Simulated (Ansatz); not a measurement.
Crystal: Ta3N.

```
Ta N
1.0
     3.03222    0.00000    0.00000
    -1.51611    2.62598    0.00000
     0.00000    0.00000    7.52414
Ta N
3 1
Direct
  0.66667 0.33333 0.82607
  0.33333 0.66667 0.17393
  0.00000 0.00000 0.50000
  0.00000 0.00000 0.00000
```

The cell comes from a database or a generator and needn't be the stable form of this composition.

Program: Ansatz 0.2.0. Alike in all runs: potentials or basis Ansatz PAW; cell as given; k mesh 10 × 10 × 4; smearing fermi-dirac 0.05 eV.

Order these runs on this cell by their pressure, lowest first.
A. level r2SCAN; spin off; cutoff (eV) 500; points for each segment of the path 14
B. level PBEsol; spin SOC, no magnetisation; cutoff (eV) 420; points for each segment of the path 14
C. level PBE+U; spin off; U Ta d U = 1 eV; cutoff (eV) 420; hubbard projectors ortho-atomic (the default); double counting fll (the default)
D. level LDA; spin off; cutoff (eV) 420; points for each segment of the path 14
E. level PBE+U; spin off; U Ta d U = 6 eV; cutoff (eV) 420; hubbard projectors ortho-atomic (the default); double counting fll (the default)

D (-13.3 GPa), B (-8.3 GPa), A (-4.0 GPa), C (0.0 GPa), E (5.7 GPa).

Caveats: the PAW data sets come from PBE, with cores solved anew for the run's functional, which leaves a small shift of forces and pressure (some runs); U without spin polarisation on a metal has little footing (some runs); the density of states is complete only up to the lowest level of the last band computed (some runs).

Not every run made on this cell is shown here.
